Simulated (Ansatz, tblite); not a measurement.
# The cluster Zr3O5: removing and adding an electron

What does removing or adding an electron cost or gain for the cluster Zr3O5? Each charged state is run at several levels.

Program: Ansatz 0.2.0, Gaussian basis. Level of theory: as each input shows. These are calculated values, not measurements.

Plan: charge +1 doublet, at the geometry of the singlet (PBE0-D4/def2-TZVP, PBE-D4/def2-TZVP, r2SCAN-D4/def2-TZVP); charge -1 doublet, at the geometry of the singlet (PBE0-D4/def2-TZVPD, PBE-D4/def2-TZVPD, r2SCAN-D4/def2-TZVPD); the starting singlet's energies come from earlier runs.

2 further runs of the same task are left out: 2 that didn't finish.

## (1) The relaxed structure

The geometry is that of the singlet, from an earlier relaxation (PBE0-D4/def2-SVP). At that level it is the lowest of the isomers that a small search found.

8 atoms, charge 0, spin multiplicity 1.

Atoms are counted from 1 here; the program's logs count them from 0.

Bond lengths: Zr1–O4 2.100 Å, Zr1–O7 1.760 Å, Zr1–O8 1.980 Å, Zr2–O5 2.100 Å, Zr2–O6 1.760 Å, Zr2–O8 1.980 Å, Zr3–O4 1.858 Å, Zr3–O5 1.858 Å. Angles: O4–Zr1–O7 111.2°, O4–Zr1–O8 115.9°, O7–Zr1–O8 115.8°, O5–Zr2–O6 111.2°, O5–Zr2–O8 115.9°, O6–Zr2–O8 115.8°, O4–Zr3–O5 109.5°, Zr1–O4–Zr3 102.7°, Zr2–O5–Zr3 102.7°, Zr1–O8–Zr2 110.9°.

Coordinates:

```mol
O5Zr3
  3D, bonds by distance, orders not assigned

  8  8  0  0  0  0  0  0  0  0999 V2000
    1.5879   -0.4477   -0.6544 Zr  0  0
   -0.9610   -0.5774    1.3759 Zr  0  0
   -0.5438    1.7941   -0.5680 Zr  0  0
    1.3027    1.6321   -0.6973 O   0  0
   -1.0688    1.5114    1.1918 O   0  0
   -2.3996   -1.3493    0.7196 O   0  0
    1.3161   -1.1602   -2.2402 O   0  0
    0.7665   -1.4030    0.8727 O   0  0
  1  4  8  0
  1  7  8  0
  1  8  8  0
  2  5  8  0
  2  6  8  0
  2  8  8  0
  3  4  8  0
  3  5  8  0
M  END
```

Zr takes a core potential in the def2 sets. No spin-orbit coupling is included.

## (2) Charge +1 doublet at the fixed geometry, PBE0-D4/def2-TZVP

File in.yaml:

```yaml
crystal:
  periodic: [false, false, false]
  atoms:
    - {symbol: Zr, position_ang: [1.587886, -0.447673, -0.654434]}
    - {symbol: Zr, position_ang: [-0.960990, -0.577396, 1.375930]}
    - {symbol: Zr, position_ang: [-0.543796, 1.794124, -0.568020]}
    - {symbol: O, position_ang: [1.302712, 1.632117, -0.697332]}
    - {symbol: O, position_ang: [-1.068808, 1.511416, 1.191807]}
    - {symbol: O, position_ang: [-2.399591, -1.349302, 0.719565]}
    - {symbol: O, position_ang: [1.316056, -1.160239, -2.240176]}
    - {symbol: O, position_ang: [0.766541, -1.403038, 0.872650]}
basis:
  gaussian: {orbitals: def2-TZVP}
total_charge: 1
magnetization: {spin_polarized: true, initial_magnetization: 1}
hamiltonian: {xc: pbe0, dispersion: d4}
scf: {omitted_lower_state_checks: [starts]}
output: {orbitals: {seedname: orbitals}}
```

On the command line:

```console
ansatz run in.yaml --threads 4 --pin off --events-out ev --progress --plain --max-ram 8704MiB
```

The log of the run:

```text
Functional definition: PBE0
  name "PBE0"
  cite "Adamo & Barone, J. Chem. Phys. 110, 6158 (1999) doi:10.1063/1.478522"
  cite "Perdew, Burke & Ernzerhof, Phys. Rev. Lett. 77, 3865 (1996) doi:10.1103/PhysRevLett.77.3865"
  parent pbe
  parameter a = 0.25
  parameter kappa = 0.804
  parameter beta = 0.06672455060314922
  exchange = (1 - a)*pbe_x(kappa = kappa, mu = beta*pi^2/3) + a*exact_x
  correlation = pbe_c(beta = beta)
these checks for a lower state are left out or cut short: starts
1952 factors; their error is unknown
mean field evaluation 1: about -14013.6591 eV, gradient 1.3e2 eV
mean field evaluation 2: about -13229.7993 eV, gradient 3.6e2 eV
mean field evaluation 4: about -13730.0848 eV, gradient 2.2e2 eV
mean field evaluation 8: about -14072.2800 eV, gradient 3.0e0 eV
mean field evaluation 16: about -14072.4089 eV, gradient 3.6e-2 eV
mean field -14072.40890248 eV, -517.1514885450 hartree, gradient 5.4e-5 eV, S^2 0.753565; 0 other end points of the search recorded, 0 dependent functions left out
reference -14072.40897930 eV, -517.1514913679 hartree; 38, 37 occupied and 237, 238 virtual orbitals, 1952 factors
Total energy: -14072.72192141 eV, -517.1629917782 hartree
Checks for a lower state left out: starts
```

Wall time 30 s (4 threads of Intel Xeon at 2.50GHz, shared host); peak memory 1.4 GiB.

Report: HOMO -11.36 eV, LUMO -8.60 eV (over both spins); ⟨S²⟩ 0.754 (pure: 0.75).

## (3) Charge +1 doublet at the fixed geometry, PBE-D4/def2-TZVP

start.molden holds the orbitals of an earlier run on this state, given as this run's starting guess.

in.yaml, as its differences from that of step 2:

```diff
@@ -12,6 +12,6 @@
 basis:
-  gaussian: {orbitals: def2-TZVP}
+  gaussian: {orbitals: def2-TZVP, initial_orbitals: start.molden}
 total_charge: 1
 magnetization: {spin_polarized: true, initial_magnetization: 1}
-hamiltonian: {xc: pbe0, dispersion: d4}
+hamiltonian: {xc: pbe, dispersion: d4}
 scf: {omitted_lower_state_checks: [starts]}
```

Same command.

The log of the run:

```text
Functional definition: PBE
  name "PBE"
  cite "Perdew, Burke & Ernzerhof, Phys. Rev. Lett. 77, 3865 (1996) doi:10.1103/PhysRevLett.77.3865"
  parent pbe
  parameter kappa = 0.804
  parameter beta = 0.06672455060314922
  exchange = pbe_x(kappa = kappa, mu = beta*pi^2/3)
  correlation = pbe_c(beta = beta)
these checks for a lower state are left out or cut short: starts
1718 factors; their error is unknown
mean field evaluation 1: about -14075.7222 eV, gradient 9.0e0 eV
mean field evaluation 2: about -14076.0453 eV, gradient 3.7e-1 eV
mean field evaluation 4: about -14076.0465 eV, gradient 6.3e-2 eV
mean field evaluation 8: about -14076.0465 eV, gradient 2.1e-5 eV
mean field -14076.04649195 eV, -517.2851674922 hartree, gradient 2.1e-5 eV, S^2 0.752814; 0 other end points of the search recorded, 0 dependent functions left out
reference -14076.04659059 eV, -517.2851711173 hartree; 38, 37 occupied and 237, 238 virtual orbitals, 1718 factors
Total energy: -14076.40628640 eV, -517.2983896943 hartree
Checks for a lower state left out: starts
```

Run time: 14 s. Hardware: 4 threads of Intel Xeon at 2.50GHz, shared host; peak memory 0.57 GiB.

HOMO -10.20 eV, LUMO -9.38 eV (over both spins); ⟨S²⟩ 0.753 (pure: 0.75).

## (4) Charge +1 doublet at the fixed geometry, r2SCAN-D4/def2-TZVP

in.yaml, as its differences from that of step 3:

```diff
@@ -15,3 +15,3 @@
 magnetization: {spin_polarized: true, initial_magnetization: 1}
-hamiltonian: {xc: pbe, dispersion: d4}
+hamiltonian: {xc: r2scan, dispersion: d4}
 scf: {omitted_lower_state_checks: [starts]}
```

Same command.

The log of the run:

```text
Functional definition: r2SCAN
  name "r2SCAN"
  cite "Furness, Kaplan, Ning, Perdew & Sun, J. Phys. Chem. Lett. 11, 8208 (2020) doi:10.1021/acs.jpclett.0c02405"
  cite "Furness, Kaplan, Ning, Perdew & Sun, J. Phys. Chem. Lett. 11, 9248 (2020) doi:10.1021/acs.jpclett.0c03077"
  parent r2scan
  parameter k0 = 0.174
  parameter k1 = 0.065
  parameter a1 = 4.9479
  exchange = r2scan_x(k0 = k0, k1 = k1, a1 = a1)
  correlation = r2scan_c
these checks for a lower state are left out or cut short: starts
1718 factors; their error is unknown
mean field evaluation 1: about -14082.0104 eV, gradient 4.6e0 eV
mean field evaluation 2: about -14082.1056 eV, gradient 1.0e-1 eV
mean field evaluation 4: about -14082.1043 eV, gradient 1.8e-3 eV
mean field -14082.10433380 eV, -517.5077890741 hartree, gradient 2.3e-5 eV, S^2 0.753761; 0 other end points of the search recorded, 0 dependent functions left out
reference -14082.10438197 eV, -517.5077908443 hartree; 38, 37 occupied and 237, 238 virtual orbitals, 1718 factors
Total energy: -14082.18553760 eV, -517.5107732585 hartree
Checks for a lower state left out: starts
```

It took 28 s on 4 threads of Intel Xeon at 2.50GHz, shared host; peak memory 0.72 GiB.

HOMO -10.45 eV, LUMO -9.10 eV (over both spins); ⟨S²⟩ 0.754 (pure: 0.75).

## (5) Vertical ionisation energy

Charged state less starting state, singlet to doublet; the starting state's energies are those of its earlier runs.

```tsv
level	vertical ionisation energy (eV)	time
PBE-D4/def2-TZVP	+7.10	23 s
r2SCAN-D4/def2-TZVP	+6.96	45 s
PBE0-D4/def2-TZVP	+7.08	48 s
```

Times add the two runs; a level without a time comes out of a correlated run.

Beside −ε(HOMO) of the starting state:

```tsv
level	−ε(HOMO) (eV)	by difference (eV)	mismatch (eV)
PBE-D4/def2-TZVP	4.82	7.10	-2.29
r2SCAN-D4/def2-TZVP	4.86	6.96	-2.10
PBE0-D4/def2-TZVP	5.53	7.08	-1.55
```

## (6) Charge -1 doublet at the fixed geometry, PBE0-D4/def2-TZVPD

in.yaml, as its differences from that of step 4:

```diff
@@ -12,6 +12,6 @@
 basis:
-  gaussian: {orbitals: def2-TZVP, initial_orbitals: start.molden}
-total_charge: 1
+  gaussian: {orbitals: def2-TZVPD}
+total_charge: -1
 magnetization: {spin_polarized: true, initial_magnetization: 1}
-hamiltonian: {xc: r2scan, dispersion: d4}
+hamiltonian: {xc: pbe0, dispersion: d4}
 scf: {omitted_lower_state_checks: [starts]}
```

Same command.

The log of the run:

```text
Functional definition: PBE0
  name "PBE0"
  cite "Adamo & Barone, J. Chem. Phys. 110, 6158 (1999) doi:10.1063/1.478522"
  cite "Perdew, Burke & Ernzerhof, Phys. Rev. Lett. 77, 3865 (1996) doi:10.1103/PhysRevLett.77.3865"
  parent pbe
  parameter a = 0.25
  parameter kappa = 0.804
  parameter beta = 0.06672455060314922
  exchange = (1 - a)*pbe_x(kappa = kappa, mu = beta*pi^2/3) + a*exact_x
  correlation = pbe_c(beta = beta)
these checks for a lower state are left out or cut short: starts
2117 factors; their error is unknown
mean field evaluation 1: about -14054.6372 eV, gradient 8.4e1 eV
mean field evaluation 2: about -13637.9902 eV, gradient 2.7e2 eV
mean field evaluation 4: about -14073.0041 eV, gradient 3.6e1 eV
mean field evaluation 8: about -14080.8930 eV, gradient 1.3e0 eV
mean field evaluation 16: about -14080.9779 eV, gradient 9.3e-2 eV
mean field evaluation 32: about -14081.0707 eV, gradient 2.2e-3 eV
mean field -14081.07067759 eV, -517.4698029088 hartree, gradient 9.3e-6 eV, S^2 0.773874; 0 other end points of the search recorded, 0 dependent functions left out
reference -14081.07072129 eV, -517.4698045150 hartree; 39, 38 occupied and 281, 282 virtual orbitals, 2117 factors
Total energy: -14081.42735339 eV, -517.4829105030 hartree
Checks for a lower state left out: starts
```

Run time: 2.1 min. Hardware: 4 threads of Intel Xeon at 2.50GHz, shared host; peak memory 2.5 GiB.

Report: HOMO -0.30 eV, LUMO 0.95 eV (over both spins); ⟨S²⟩ 0.774 (pure: 0.75).

## (7) Charge -1 doublet at the fixed geometry, PBE-D4/def2-TZVPD

in.yaml, as its differences from that of step 6:

```diff
@@ -12,6 +12,6 @@
 basis:
-  gaussian: {orbitals: def2-TZVPD}
+  gaussian: {orbitals: def2-TZVPD, initial_orbitals: start.molden}
 total_charge: -1
 magnetization: {spin_polarized: true, initial_magnetization: 1}
-hamiltonian: {xc: pbe0, dispersion: d4}
+hamiltonian: {xc: pbe, dispersion: d4}
 scf: {omitted_lower_state_checks: [starts]}
```

The command is unchanged.

The log of the run:

```text
Functional definition: PBE
  name "PBE"
  cite "Perdew, Burke & Ernzerhof, Phys. Rev. Lett. 77, 3865 (1996) doi:10.1103/PhysRevLett.77.3865"
  parent pbe
  parameter kappa = 0.804
  parameter beta = 0.06672455060314922
  exchange = pbe_x(kappa = kappa, mu = beta*pi^2/3)
  correlation = pbe_c(beta = beta)
these checks for a lower state are left out or cut short: starts
1883 factors; their error is unknown
mean field evaluation 1: about -14084.4137 eV, gradient 8.9e0 eV
mean field evaluation 2: about -14084.7275 eV, gradient 4.0e-1 eV
mean field evaluation 4: about -14084.7296 eV, gradient 7.1e-2 eV
mean field evaluation 8: about -14084.7297 eV, gradient 1.8e-5 eV
mean field -14084.72968740 eV, -517.6042690393 hartree, gradient 6.8e-6 eV, S^2 0.759560; 0 other end points of the search recorded, 0 dependent functions left out
reference -14084.72974281 eV, -517.6042710756 hartree; 39, 38 occupied and 281, 282 virtual orbitals, 1883 factors
Total energy: -14085.13925073 eV, -517.6193202141 hartree
Checks for a lower state left out: starts
```

Wall time 47 s (4 threads of Intel Xeon at 2.50GHz, shared host); peak memory 1.6 GiB.

From the report: HOMO 0.22 eV, LUMO 0.47 eV (over both spins); ⟨S²⟩ 0.760 (pure: 0.75). Doubts: highest occupied level lies above zero.

## (8) Charge -1 doublet at the fixed geometry, r2SCAN-D4/def2-TZVPD

in.yaml, as its differences from that of step 7:

```diff
@@ -15,3 +15,3 @@
 magnetization: {spin_polarized: true, initial_magnetization: 1}
-hamiltonian: {xc: pbe, dispersion: d4}
+hamiltonian: {xc: r2scan, dispersion: d4}
 scf: {omitted_lower_state_checks: [starts]}
```

Launched as before.

The log of the run:

```text
Functional definition: r2SCAN
  name "r2SCAN"
  cite "Furness, Kaplan, Ning, Perdew & Sun, J. Phys. Chem. Lett. 11, 8208 (2020) doi:10.1021/acs.jpclett.0c02405"
  cite "Furness, Kaplan, Ning, Perdew & Sun, J. Phys. Chem. Lett. 11, 9248 (2020) doi:10.1021/acs.jpclett.0c03077"
  parent r2scan
  parameter k0 = 0.174
  parameter k1 = 0.065
  parameter a1 = 4.9479
  exchange = r2scan_x(k0 = k0, k1 = k1, a1 = a1)
  correlation = r2scan_c
these checks for a lower state are left out or cut short: starts
1883 factors; their error is unknown
mean field evaluation 1: about -14090.5720 eV, gradient 4.7e0 eV
mean field evaluation 2: about -14090.6732 eV, gradient 1.2e-1 eV
mean field evaluation 4: about -14090.6710 eV, gradient 2.2e-2 eV
mean field evaluation 8: about -14090.6749 eV, gradient 5.4e-2 eV
mean field evaluation 16: about -14090.6749 eV, gradient 2.9e-5 eV
mean field -14090.67489046 eV, -517.8227512218 hartree, gradient 1.3e-5 eV, S^2 0.814431; 0 other end points of the search recorded, 0 dependent functions left out
reference -14090.67493686 eV, -517.8227529271 hartree; 39, 38 occupied and 281, 282 virtual orbitals, 1883 factors
Total energy: -14090.76857396 eV, -517.8261940269 hartree
Checks for a lower state left out: starts
```

It took 1.9 min on 4 threads of Intel Xeon at 2.50GHz, shared host; peak memory 1.7 GiB.

Report: HOMO 0.11 eV, LUMO 0.55 eV (over both spins); ⟨S²⟩ 0.814 (pure: 0.75). Doubts: highest occupied level lies above zero.

## (9) Vertical electron affinity

Starting state less charged state (positive: the electron is bound), singlet to doublet; the starting state's energies are those of its earlier runs.

```tsv
level	vertical electron affinity (eV)	time
PBE-D4/def2-TZVPD	+1.54	57 s
r2SCAN-D4/def2-TZVPD	+1.53	2.2 min
PBE0-D4/def2-TZVPD	+1.53	2.4 min
```

Times add the two runs; a level without a time comes out of a correlated run.

Beside −ε(LUMO) of the starting state:

```tsv
level	−ε(LUMO) (eV)	by difference (eV)	mismatch (eV)
PBE-D4/def2-TZVPD	3.23	1.54	+1.69
r2SCAN-D4/def2-TZVPD	2.89	1.53	+1.36
PBE0-D4/def2-TZVPD	2.57	1.53	+1.04
```

## (10) Results

```
                                             quantity                                 value
 vertical ionisation energy, functionals in def2-TZVP  6.96 (r2SCAN-D4) to 7.10 eV (PBE-D4)
vertical electron affinity, functionals in def2-TZVPD    1.53 (PBE0-D4) to 1.54 eV (PBE-D4)
```

The vertical ionisation energy spans 6.96 to 7.10 eV over the functionals. −ε(HOMO) misses the level's own difference by -1.55 eV at best (PBE0-D4) and -2.29 eV at worst (PBE-D4). The vertical electron affinity spans 1.53 to 1.54 eV over the functionals. −ε(LUMO) misses the level's own difference by +1.04 eV at best (PBE0-D4) and +1.69 eV at worst (PBE-D4). The charged states' spins were chosen beforehand and needn't be their lowest.
